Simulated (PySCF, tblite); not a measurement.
# C5H7NSi: geometry, infrared bands and NMR shifts

Wanted: the infrared bands and NMR shifts of C5H7NSi (`C=C/C(C#N)=C/[SiH3]`), by calculation.

The runs use tblite 0.8.0 and PySCF 2.14.0, with density-fitted response routines of our own; the level of theory stands in each step. All values are computed, except where a source is named. Atoms count from 0, in the outputs and in this text.

### 1 The starting structure

14 atoms, charge 0, multiplicity 1; geometry from: force field or distance geometry start.

Bonds of the start (Å): C0–C1 1.33, C1–C2 1.46, C2–C3 1.47, C3–N4 1.15, C2–C5 1.32, C5–Si6 1.86, C0–H7 1.08, C0–H8 1.07, C1–H9 1.09, C5–H10 1.08, Si6–H11 1.46, Si6–H12 1.47, Si6–H13 1.48.

### 2 Relaxing the molecule with GFN2-xTB

What the job is given:

```
{"job": {"kind": "relax", "xc": "GFN2-xTB", "basis": "xTB"}, "charge": 0, "multiplicity": 1}
C     -2.630200     0.096000     0.142900
C     -1.609200    -0.749300     0.044500
C     -0.275500    -0.147500     0.007800
C     -0.187700     1.314900     0.045600
N     -0.092100     2.457600     0.109200
C      0.824600    -0.865300    -0.087100
Si     2.450900     0.034500    -0.143800
H     -2.452300     1.159800     0.178200
H     -3.635100    -0.263900     0.186600
H     -1.775600    -1.828100     0.027200
H      0.791700    -1.943400    -0.125100
H      3.074400    -0.297300    -1.421400
H      2.268100     1.483500     0.012900
H      3.247400    -0.452000     1.000400
```

Started as:

```console
$ OMP_NUM_THREADS=1 python probes_run.py task.json out
```

The driver reads the jobs from task.json and runs them one after another.

**Question.** This job is followed by: GFN2-xTB harmonic vibrations, gas phase; GIAO PBE0/pcSseg-1 NMR shielding, non-relativistic, gas phase. What will the session give for the following? strongest single infrared mode (GFN2-xTB); zero-point energy (GFN2-xTB); ¹³C shifts against TMS (PBE0/pcSseg-1); ¹H shifts against TMS (PBE0/pcSseg-1, means over atoms taken as alike); ¹⁵N shifts against NH3 (PBE0/pcSseg-1); ²⁹Si shifts against TMS (PBE0/pcSseg-1).

As calculated:

```
                                                              quantity                                  value
                             strongest single infrared mode (GFN2-xTB)                   789 cm⁻¹, 498 km/mol
                                          zero-point energy (GFN2-xTB)                          60.1 kcal/mol
                                ¹³C shifts against TMS (PBE0/pcSseg-1)  149.7, 144.4, 138.2, 130.2, 120.5 ppm
¹H shifts against TMS (PBE0/pcSseg-1, means over atoms taken as alike)       6.75, 6.56, 6.29, 5.91, 4.44 ppm
                                ¹⁵N shifts against NH3 (PBE0/pcSseg-1)                              327.8 ppm
                               ²⁹Si shifts against TMS (PBE0/pcSseg-1)                              -77.8 ppm
```

What this shows: Relaxing lowered the energy by 0.311 eV in 43 steps; the close pair that moved most is C2–C3, from 1.466 to 1.418 Å. All 36 modes are real, so the xTB geometry is a minimum. The strongest single mode, at 789 cm⁻¹, is carried by H13, H11, H12, Si6. Unscaled tight-binding wavenumbers are off by several per cent, some by more. Its intensities can rank the bands wrongly. At PBE0/pcSseg-1: Shielding is most anisotropic at N4 (span 439 ppm, paramagnetic term -403 ppm).
